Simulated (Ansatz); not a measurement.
# GeH₅NO: small, medium and large basis sets

Aim: see how fast density functionals converge with the basis set for GeH₅NO.

Program: Ansatz 0.2.0, Gaussian basis. Level of theory: one geometry, several basis sets. These are calculated values, not measurements.

The runs, in order: PBE0-D4/def2-SVP; ωB97M-V/def2-SVP; PBE0-D4/def2-QZVPP; ωB97M-V/def2-QZVPP; the functionals' def2-TZVPP values are taken from earlier runs.

## 1. The relaxed structure

An earlier PBE0-D4 in a triple-zeta def2 set relaxation fixed the geometry.

SMILES `[NH2][GeH2][OH]`, 8 atoms, charge 0, spin multiplicity 1.

Atoms are counted from 1 here; the program's logs count them from 0.

Bond lengths: N1–Ge2 1.819 Å, N1–H4 1.009 Å, N1–H5 1.009 Å, Ge2–O3 1.780 Å, Ge2–H6 1.548 Å, Ge2–H7 1.538 Å, O3–H8 0.959 Å. Angles: Ge2–N1–H4 117.0°, Ge2–N1–H5 115.8°, H4–N1–H5 110.2°, N1–Ge2–O3 104.8°, N1–Ge2–H6 115.6°, N1–Ge2–H7 106.9°, O3–Ge2–H6 106.5°, O3–Ge2–H7 111.2°, H6–Ge2–H7 111.7°, Ge2–O3–H8 112.1°.

## 2. PBE0-D4 in def2-SVP

Input file in.yaml:

```yaml
crystal:
  periodic: [false, false, false]
  atoms:
    - {symbol: N, position_ang: [-1.031814, 0.492503, -0.794502]}
    - {symbol: Ge, position_ang: [0.497147, 0.055430, 0.087819]}
    - {symbol: O, position_ang: [0.294802, -1.658247, 0.524467]}
    - {symbol: H, position_ang: [-1.853929, 0.655504, -0.233380]}
    - {symbol: H, position_ang: [-0.943181, 1.208529, -1.499197]}
    - {symbol: H, position_ang: [0.748963, 0.819478, 1.410916]}
    - {symbol: H, position_ang: [1.655784, 0.242655, -0.906814]}
    - {symbol: H, position_ang: [0.724425, -1.872950, 1.354790]}
basis:
  gaussian: {orbitals: def2-SVP}
hamiltonian: {xc: pbe0, dispersion: d4}
output: {orbitals: {seedname: orbitals}}
```

On the command line:

```sh
ansatz run in.yaml --threads 2 --pin off --events-out ev --progress --plain --max-ram 4352MiB
```

After this run come: ωB97M-V in def2-SVP; PBE0-D4 in def2-QZVPP; ωB97M-V in def2-QZVPP.

**Question.** What will the summary of the whole plan be? Wanted: PBE0-D4: double and triple zeta above quadruple; ωB97M-V: double and triple zeta above quadruple.

The runs gave:

```
                                       quantity           value
PBE0-D4: double and triple zeta above quadruple  13.23, 1.47 eV
ωB97M-V: double and triple zeta above quadruple  13.32, 1.43 eV
```

**Reading.** For PBE0-D4 the step from double to triple zeta gains 11.76 eV and the next only 1.47 eV. Total energies overstate the basis error of differences, where much of it tends to cancel. The LUMO of ωB97M-V is positive and keeps falling with the basis (2.92 to 1.73 eV): an unbound level that the basis holds in place.
